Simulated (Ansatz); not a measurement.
Crystal: Ba2Tl5V3O12.

```xyz
22
Lattice="4.2370 2.4462 6.1284 -4.2370 2.4462 6.1284 0.0000 -4.8924 6.1284" Properties=species:S:1:pos:R:3 pbc="T T T"
Ba    0.0000    0.0000    9.1926
Ba    0.0000    0.0000    0.0000
V     0.0000    2.4462    6.1284
V    -2.1185   -1.2231    6.1284
V     2.1185   -1.2231    6.1284
Tl    0.0000   -2.4462    3.0642
Tl    2.1185    1.2231    3.0642
Tl   -2.1185    1.2231    3.0642
Tl    0.0000    0.0000   13.6133
Tl    0.0000    0.0000    4.7719
O     2.6932   -0.0671    7.4143
O    -1.2885    2.3659    7.4143
O    -1.4047   -2.2988    7.4143
O    -1.4047    2.2988   10.9708
O     2.6932    0.0671   10.9708
O    -1.2884   -2.3659   10.9708
O    -2.6932    0.0671   10.9708
O     1.2884   -2.3659   10.9708
O     1.4047    2.2988   10.9708
O     1.4047   -2.2988    7.4143
O    -2.6932   -0.0671    7.4143
O     1.2885    2.3659    7.4143
```

The cell was built by a generator and needn't be a form met in nature.

Base run:

| Property | Result |
| --- | --- |
| Program | Ansatz 0.2.0 |
| Functional | PBE |
| Potentials or basis | Ansatz PAW |
| Cutoff | 420 eV (not typed: the program's choice for these potentials) |
| k mesh | 4 × 4 × 4 |
| Occupations | fermi-dirac, width 0.05 eV |
| Spin | collinear spin, ferromagnetic start |
| Starting moments | [0.0, 0.0, 2.0, 2.0, 2.0, 0.0, 0.0, 0.0, 0.0, 0.0, 0.0, 0.0, 0.0, 0.0, 0.0, 0.0, 0.0, 0.0, 0.0, 0.0, 0.0, 0.0] μB |
| Hubbard terms | V d U = 8 eV |

Its results: band gap on the k mesh none (metal or under the smearing width); pressure 5.1 GPa; net moment 2.00 μB per cell; site moments Ba -0.00, -0.01; V +1.15; Tl -0.01, -0.04; O -0.19 μB; largest force 2.209 eV/Å.

Question: After a change of settings the same cell gave: band gap on the k mesh none (metal or under the smearing width); pressure 1.1 GPa; net moment 1.45 μB per cell; site moments Ba -0.00; V +0.53; Tl -0.00; O -0.06 μB; largest force 0.411 eV/Å. Which change was it?
A. functional from PBE to r2SCAN; cutoff from 420 eV (not typed: the program's choice for these potentials) to 500 eV (not typed: the program's choice for these potentials); hubbard terms from V d U = 8 eV to none; hubbard projectors from ortho-atomic (the default) to none
B. potentials or basis from Ansatz PAW to Ansatz NC; cutoff from 420 eV (not typed: the program's choice for these potentials) to 1240 eV (not typed: the program's choice for these potentials); hubbard terms from V d U = 8 eV to none; hubbard projectors from ortho-atomic (the default) to none
C. functional from PBE to PBEsol; hubbard terms from V d U = 8 eV to none; hubbard projectors from ortho-atomic (the default) to none
D. hubbard terms from V d U = 8 eV to V d U = 4 eV

Answer: D.

Caveats: the magnetic or orbital state may not be the lowest; forces of over 1 eV/Å show positions far from the minimum, so gaps and moduli don't describe the material at rest (some runs).
